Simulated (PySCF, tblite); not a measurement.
# C6H6ClN3Si: geometry, infrared bands and NMR shifts

Wanted: the infrared bands and NMR shifts of C6H6ClN3Si (`[SiH3]c1cccc2c(Cl)nnn12`), by calculation.

The runs use tblite 0.8.0 and PySCF 2.14.0, with density-fitted response routines of our own; the level of theory stands in each step. All values are computed, except where a source is named. Atoms count from 0, in the outputs and in this text.

## (1) Starting geometry

17 atoms, charge 0, multiplicity 1; geometry from: force field or distance geometry start.

Bonds of the start (Å): Si0–C1 1.82, C1–C2 1.35, C2–C3 1.45, C3–C4 1.35, C4–C5 1.42, C5–C6 1.37, C6–Cl7 1.70, C6–N8 1.36, N8–N9 1.34, N9–N10 1.36, N10–C1 1.41, N10–C5 1.40, Si0–H11 1.48, Si0–H12 1.50, Si0–H13 1.48, C2–H14 1.10, C3–H15 1.09, C4–H16 1.09.

## (2) Relaxing the molecule with GFN2-xTB

What the job is given:

```
{"job": {"kind": "relax", "xc": "GFN2-xTB", "basis": "xTB"}, "charge": 0, "multiplicity": 1}
Si    -2.669900    -0.340500    -0.079600
C     -0.944600     0.230300     0.048000
C     -0.573000     1.485700     0.377600
C      0.825300     1.846600     0.449400
C      1.791400     0.931300     0.234900
C      1.423000    -0.400200    -0.108900
C      2.090900    -1.563800    -0.405300
Cl     3.775400    -1.812200    -0.465000
N      1.186000    -2.556700    -0.645600
N     -0.040000    -2.044000    -0.510500
N      0.064800    -0.726600    -0.185700
H     -2.986500    -0.806800    -1.452500
H     -3.587900     0.807800     0.221400
H     -2.971600    -1.399700     0.912100
H     -1.308600     2.285300     0.576200
H      1.075700     2.865700     0.727100
H      2.842700     1.209800     0.296400
```

Run with:

```bash
$ OMP_NUM_THREADS=1 python probes_run.py task.json out
```

This one command runs all jobs of the session in turn.

What it wrote:

```text
step      E/eV     max force
  0    -841.47841    2.649
  1    -841.73544    0.837
  2    -841.77997    0.645
  3    -841.81819    0.417
  4    -841.83374    0.380
  5    -841.84323    0.272
  6    -841.84853    0.198
  7    -841.85320    0.169
  8    -841.85668    0.162
  9    -841.85887    0.113
 10    -841.86058    0.118
 11    -841.86251    0.167
 12    -841.86500    0.195
 13    -841.86780    0.136
 14    -841.86999    0.104
 15    -841.87127    0.081
 16    -841.87217    0.104
 17    -841.87312    0.098
 18    -841.87423    0.091
 19    -841.87525    0.080
 20    -841.87600    0.090
 21    -841.87661    0.093
 22    -841.87741    0.093
 23    -841.87851    0.114
 24    -841.87978    0.089
 25    -841.88097    0.092
 26    -841.88198    0.090
 27    -841.88282    0.087
 28    -841.88350    0.074
 29    -841.88405    0.051
 30    -841.88446    0.042
 31    -841.88477    0.042
 32    -841.88496    0.032
 33    -841.88506    0.019
 34    -841.88512    0.016
 35    -841.88516    0.016
 36    -841.88519    0.011
 37    -841.88520    0.008
```

It took 0.4 s on 1 thread of Arm Neoverse V1, shared host; peak memory 0.18 GiB.

Step by step: (not every step is listed)

```tsv
step	energy from step 0 (eV)	largest force (eV/Å)
0	0.0000	2.6492
1	-0.2570	0.8371
2	-0.3016	0.6454
3	-0.3398	0.4171
4	-0.3553	0.3803
5	-0.3648	0.2724
6	-0.3701	0.1976
7	-0.3748	0.1695
8	-0.3783	0.1623
10	-0.3822	0.1184
12	-0.3866	0.1954
14	-0.3916	0.1039
16	-0.3938	0.1040
18	-0.3958	0.0906
20	-0.3976	0.0896
22	-0.3990	0.0930
24	-0.4014	0.0887
26	-0.4036	0.0896
28	-0.4051	0.0744
30	-0.4060	0.0425
32	-0.4065	0.0324
33	-0.4066	0.0188
34	-0.4067	0.0161
35	-0.4067	0.0162
36	-0.4068	0.0112
37	-0.4068	0.0085
```

Close pairs (by a distance rule), those that changed most:

```tsv
bond	before (Å)	after (Å)	change (Å)
Si0–C1	1.822	1.894	+0.072
C1–N10	1.410	1.355	-0.055
N8–N9	1.336	1.294	-0.042
N9–N10	1.361	1.322	-0.039
C6–N8	1.365	1.330	-0.035
Si0–H12	1.501	1.467	-0.034
C2–C3	1.446	1.413	-0.033
C5–C6	1.374	1.405	+0.031
```

The final coordinates are the input of the step that follows.

## (3) Infrared spectrum with GFN2-xTB

What the job is given:

```
{"job": {"kind": "ir", "xc": "GFN2-xTB", "basis": "xTB"}, "charge": 0, "multiplicity": 1}
Si    -2.673053    -0.436162    -0.102000
C     -0.923369     0.267465     0.069448
C     -0.528646     1.535513     0.386861
C      0.836446     1.889805     0.471609
C      1.810805     0.960688     0.236147
C      1.410151    -0.341076    -0.090359
C      1.991330    -1.580814    -0.404243
Cl     3.646750    -1.950872    -0.501716
N      1.025573    -2.467641    -0.625941
N     -0.127132    -1.898085    -0.479455
N      0.065812    -0.630104    -0.159706
H     -2.829856    -0.901674    -1.474979
H     -3.570645     0.687340     0.185988
H     -2.822262    -1.499224     0.884902
H     -1.282265     2.282728     0.577354
H      1.101057     2.904508     0.724933
H      2.862309     1.189636     0.291249
```

What it wrote:

```text
mode    cm-1     km/mol
  1      78.1      0.99
  2     106.1      1.80
  3     120.3      0.17
  4     155.0      1.20
  5     183.8      1.51
  6     207.0      0.98
  7     314.7      0.17
  8     371.8     11.99
  9     423.6      7.06
 10     429.2      4.71
 11     471.1      9.89
 12     531.8     25.21
 13     561.1     48.65
 14     589.3     47.03
 15     622.7      2.59
 16     655.9      0.04
 17     667.8      8.53
 18     714.3      3.30
 19     751.8    125.12
 20     764.9    172.65
 21     780.8    456.20
 22     794.4     14.80
 23     828.3      5.49
 24     887.7      0.02
 25     915.7      0.03
 26     949.6     17.98
 27    1050.8     68.77
 28    1091.9     37.06
 29    1160.1      0.22
 30    1195.6      5.34
 31    1232.3     27.79
 32    1277.3     57.44
 33    1299.3      0.50
 34    1338.0     38.49
 35    1347.3     10.58
 36    1417.6      6.87
 37    1492.2     19.07
 38    1533.5     11.68
 39    1604.5     10.08
 40    2244.8    279.97
 41    2311.3    117.24
 42    2316.6    328.54
 43    3097.6     10.16
 44    3109.2     22.10
 45    3117.3     10.43
```

Run time: 0.89 s. Hardware: 1 thread of Arm Neoverse V1, shared host; peak memory 0.18 GiB.

The strongest bands and the atoms that carry them (share of the mass-weighted mode):

```tsv
cm⁻¹	km/mol	atoms
752	125.1	H11 48 %, H13 47 %
765	172.7	H12 60 %, H13 19 %, H11 18 %
781	456.2	H12 40 %, H13 25 %, H11 25 %
1051	68.8	C6 20 %, C5 19 %, C1 13 %, H16 12 %
1277	57.4	N9 31 %, N8 26 %, N10 17 %
2245	280.0	H12 97 %
2311	117.2	H13 49 %, H11 49 %
2317	328.5	H11 48 %, H13 47 %
```

## (4) Nuclear shieldings: PBE0/pcSseg-1

The job, as its differences from that of step 3:

```diff
@@ -1,2 +1,2 @@
-{"job": {"kind": "ir", "xc": "GFN2-xTB", "basis": "xTB"}, "charge": 0, "multiplicity": 1}
+{"job": {"kind": "nmr", "xc": "PBE0", "basis": "pcSseg-1"}, "charge": 0, "multiplicity": 1}
 Si    -2.673053    -0.436162    -0.102000
```

With the program's defaults for keys left out, this is: GIAO PBE0/pcSseg-1 NMR shielding, non-relativistic, gas phase.

What it wrote:

```text
coarse grid: 16672 points
cycle   1  E = -1145.2240609253  dE =  2.344e+00  |g| = 5.032e-01  |ddm| = 4.435e+00
cycle   2  E = -1145.1413376862  dE =  8.272e-02  |g| = 8.054e-01  |ddm| = 1.223e+00
cycle   3  E = -1145.2793542243  dE = -1.380e-01  |g| = 1.083e-01  |ddm| = 7.620e-01
cycle   4  E = -1145.2812754455  dE = -1.921e-03  |g| = 6.445e-02  |ddm| = 1.687e-01
cycle   5  E = -1145.2821985395  dE = -9.231e-04  |g| = 1.792e-02  |ddm| = 6.890e-02
cycle   6  E = -1145.2822612644  dE = -6.272e-05  |g| = 7.932e-03  |ddm| = 2.417e-02
cycle   7  E = -1145.2822761440  dE = -1.488e-05  |g| = 1.633e-03  |ddm| = 8.731e-03
cycle   8  E = -1145.2822767404  dE = -5.964e-07  |g| = 5.009e-04  |ddm| = 2.212e-03
final grid: 156128 points
cycle   9  E = -1145.3414459762  dE = -4.242e-05  |g| = 6.430e-03  |ddm| = 5.409e-02
cycle  10  E = -1145.3414440806  dE =  1.896e-06  |g| = 6.847e-03  |ddm| = 1.602e-02
cycle  11  E = -1145.3414555611  dE = -1.148e-05  |g| = 1.668e-03  |ddm| = 9.060e-03
cycle  12  E = -1145.3414561228  dE = -5.617e-07  |g| = 6.359e-04  |ddm| = 2.043e-03
cycle  13  E = -1145.3414562183  dE = -9.555e-08  |g| = 1.225e-04  |ddm| = 7.075e-04
cycle  14  E = -1145.3414562211  dE = -2.739e-09  |g| = 4.376e-05  |ddm| = 1.229e-04
cycle  15  E = -1145.3414562215  dE = -3.920e-10  |g| = 1.256e-05  |ddm| = 4.933e-05
converged SCF energy = -1145.3414562215

GIAO shielding tensors (ppm)
atom      isotropic    diamagn.    paramagn.     s11        s22        s33       span
  0 Si     426.108     880.406    -454.297    401.362    427.936    449.027     47.665
  1 C       49.115     252.443    -203.328    -36.180     29.819    153.705    189.885
  2 C       57.484     255.425    -197.942    -51.009     54.692    168.768    219.777
  3 C       58.196     252.373    -194.178    -46.965     41.616    179.935    226.900
  4 C       62.001     252.360    -190.359    -40.512     48.598    177.919    218.430
  5 C       51.121     251.182    -200.061    -19.442     22.080    150.724    170.166
  6 C       50.120     253.717    -203.596    -14.843     79.125     86.079    100.923
  7 Cl     805.100    1146.234    -341.134    603.131    793.290   1018.879    415.748
  8 N     -120.191     326.571    -446.762   -367.305   -160.666    167.397    534.702
  9 N      -93.031     316.460    -409.492   -303.156    -89.941    114.004    417.160
 10 N      -24.615     333.693    -358.308   -139.092    -70.002    135.248    274.340
 11 H       26.750      28.433      -1.683     22.746     25.514     31.991      9.245
 12 H       27.328      28.500      -1.172     23.055     26.629     32.300      9.245
 13 H       26.751      28.436      -1.685     22.740     25.523     31.991      9.251
 14 H       24.234      31.634      -7.400     19.717     24.662     28.321      8.604
 15 H       24.247      29.813      -5.567     20.284     25.369     27.087      6.802
 16 H       23.648      30.162      -6.514     18.719     23.940     28.286      9.568
```

Wall time 66 s (1 thread of Arm Neoverse V1, shared host); peak memory 1.1 GiB.

Shifts follow as δ = σ(reference) − σ, with reference shieldings (ppm) from runs at the same level and on the same kind of geometry: ¹H TMS 31.72, ¹³C TMS 186.9, ²⁹Si TMS 349.2, ¹⁵N NH3 267.7, ³⁵Cl HCl 950. The references are single molecules in the gas phase, so shifts against H2O, NH3, PH3, H3PO4 or CFCl3 are not on the usual liquid scales and can be off by tens of ppm. Atoms listed in one row are averaged.

```tsv
atoms	environment	σ (ppm)	δ (ppm)	δ scaled to CDCl3
C1	substituted aromatic carbon next to a ring nitrogen	49.1	137.8	132.6
C6	aromatic carbon bearing chlorine	50.1	136.8	131.6
C5	ring-fusion aromatic carbon	51.1	135.8	130.6
C2	aromatic CH	57.5	129.4	124.4
C3	aromatic CH	58.2	128.7	123.7
C4	aromatic CH	62.0	124.9	120.0
H16	hydrogen on an aromatic CH	23.65	8.07	7.71
H14	hydrogen on an aromatic CH	24.23	7.48	7.16
H15	hydrogen on an aromatic CH	24.25	7.47	7.15
H11, H12, H13	hydrogen on a silicon bonded to C	26.94	4.77	–
Si0	silicon bonded to C, 3 H	426.1	-77.0	–
Cl7	chlorine bonded to C	805	145	–
N8	pyridine-type nitrogen of an azole	-120.2	387.9	–
N9	pyridine-type nitrogen of an azole	-93.0	360.8	–
N10	pyrrole-type ring nitrogen	-24.6	292.3	–
```

The scaled column applies a straight-line fit of computed shieldings to shifts measured in CDCl3, with any fitted terms for Cl, Br or S neighbours (root-mean-square error 0.16 ppm for H, 1.9 ppm for C).

Charges from the same density, by scheme (e):

```tsv
atoms	Mulliken	IAO	Hirshfeld	ESP fit
Si0	0.58	0.61	0.31	0.42
C1	0.06	-0.17	-0.03	-0.48
C2	-0.19	-0.16	-0.05	0.00
C3	0.02	-0.15	-0.04	-0.23
C4	-0.07	-0.15	-0.04	-0.16
C5	0.43	0.03	0.02	-0.15
C6	0.01	-0.01	0.01	0.16
Cl7	-0.08	0.01	-0.01	-0.06
N8	-0.23	-0.17	-0.14	-0.27
N9	-0.04	-0.14	-0.07	-0.33
N10	-0.57	0.09	0.06	0.84
```

Mayer bond orders: Si0–C1 0.86, C1–C2 1.51, C2–C3 1.27, C3–C4 1.58, C4–C5 1.19, C5–C6 1.15, C6–Cl7 1.09, C6–N8 1.40, N8–N9 1.40, N9–N10 1.16, N10–C1 1.03, N10–C5 0.93.

Ring of atoms C1, C2, C3, C4, C5, N10: NICS(0) -7.0, NICS(1) -9.2, NICS(1)zz -21.8 ppm (means of both faces).

Ring of atoms C5, C6, N8, N9, N10: NICS(0) -15.7, NICS(1) -15.1, NICS(1)zz -38.0 ppm (means of both faces).

Orbitals, density, ELF and potential are computed afterwards from the orbital file.

Frontier orbitals at PBE0/pcSseg-1, with the share of their density that lies nearest to each atom:

```tsv
orbital	energy (eV)	lies on
HOMO	-6.64	C6 20 %; N9 19 %; Cl7 13 %
LUMO	-1.88	C1, C4 about 22 % each; C3 11 %; C2 9 %
```

ELF in a plane through or near 15 of the atoms.

Ten even steps from '0' (0.00) to '9' (1.00):
```
0000000000000000000000000000
0000000000000000000000000000
0000000000011000000000000000
0000000000899700000000000000
0000000001999900484000000000
0000001100599626999200000000
0000019994539475998001200000
0000049998395725440059982000
0000007995151169731399997000
0000000016863245285399997000
0003562015338486691727972000
0025897447846153252831210000
0026822757311763002232100000
0015723764858439601321000000
0004798502646589700000000000
0001466103998112200000000000
0000011002886100000000000000
0000000000010000000000000000
0000000000000000000000000000
0000000000000000000000000000
```
The map spans 12.7 Å across and 11.3 Å up, centred on the molecule. Atoms in the plane (x, y in Å): Si0 (2.6, -0.6), C1 (0.9, 0.2), C2 (0.6, 1.5), C3 (-0.7, 2.0), C4 (-1.7, 1.1), C5 (-1.4, -0.3), C6 (-2.1, -1.5), Cl7 (-3.8, -1.8), N8 (-1.2, -2.5), N9 (0.0, -2.0), N10 (-0.1, -0.6), H12 (3.6, 0.5), H14 (1.4, 2.3), H15 (-0.9, 3.1), H16 (-2.8, 1.4).

log10 of the density (e/Å³) in the same plane.

Ten even steps from ' ' (-4.0) to '@' (2.1):
```
                                                        
                                                        
                  ..::::::::..                          
                ..::--======::::::....                  
              ..::--++****++==--------::..              
          ..::----==++******++++****==--::......        
        ..::==++++++****@@##********==--::::::::..      
        ..--++******####****##@@**++==--======--::..    
        ..--==++****##**++++**##**++==++++**++==--::    
    ..::::----==++**##****++**%%%%**++++****++==--::..  
  ..::--========++**%%########********%%##**++==--::    
  ::--==++****++**********####**++++##%%##++==--::..    
  ::==++**####****%%******##****++==++++++++==--::..    
  ::--++**%%%%******##########**++==========--::..      
  ..--==++****++++++##@@##****++==----------::..        
    ::--========--==++**++====----::........            
    ....::::::::::--======--::::..                      
          ....  ....::::::..                            
                                                        
                                                        
```
The map spans 12.7 Å across and 11.3 Å up, centred on the molecule. Atoms in the plane (x, y in Å): Si0 (2.6, -0.6), C1 (0.9, 0.2), C2 (0.6, 1.5), C3 (-0.7, 2.0), C4 (-1.7, 1.1), C5 (-1.4, -0.3), C6 (-2.1, -1.5), Cl7 (-3.8, -1.8), N8 (-1.2, -2.5), N9 (0.0, -2.0), N10 (-0.1, -0.6), H12 (3.6, 0.5), H14 (1.4, 2.3), H15 (-0.9, 3.1), H16 (-2.8, 1.4).

On the surface of density 0.002 e/bohr³ the electrostatic potential runs, from the 1st to the 99th percentile, from -1.77 V near N8 to 1.40 V near H15.

## (5) Outcome

| quantity | value |
| --- | --- |
| strongest single infrared mode (GFN2-xTB) | 781 cm⁻¹, 456 km/mol |
| zero-point energy (GFN2-xTB) | 67.4 kcal/mol |
| ¹³C shifts against TMS (PBE0/pcSseg-1) | 137.8, 136.8, 135.8, 129.4, 128.7, 124.9 ppm |
| ¹H shifts against TMS (PBE0/pcSseg-1, means over atoms taken as alike) | 8.07, 7.48, 7.47, 4.77 ppm |
| ²⁹Si shifts against TMS (PBE0/pcSseg-1) | -77.0 ppm |
| ³⁵Cl shifts against HCl (PBE0/pcSseg-1) | 145 ppm |
| ¹⁵N shifts against NH3 (PBE0/pcSseg-1) | 387.9, 360.8, 292.3 ppm |
| surface potential, 1st and 99th percentile | -1.77 V and 1.40 V |

The optimisation took 37 steps and gained 0.407 eV; among the close pairs (by a distance rule), Si0–C1 changed most, from 1.822 to 1.894 Å. No mode is imaginary among the 45: a minimum at this level. The strongest single mode, at 781 cm⁻¹, has its largest shares on H12, H13 and H11 (the list is cut at 3 atoms). GFN2-xTB is a fitted tight-binding method: band positions and strengths are rough. Its intensities can rank the bands wrongly. At PBE0/pcSseg-1: The largest span, 535 ppm, is at N8, where the paramagnetic term is -447 ppm. NICS(1)zz of -22 ppm above the planar ring from C1 marks a diatropic (aromatic) ring current. NICS(1)zz of -38 ppm above the planar ring from C5 marks a diatropic (aromatic) ring current. At PBE0/pcSseg-1, counted by nearest atom on the grid, the HOMO lies on C6 20 %; N9 19 %, the LUMO on C1, C4 about 22 % each; C3 11 %.
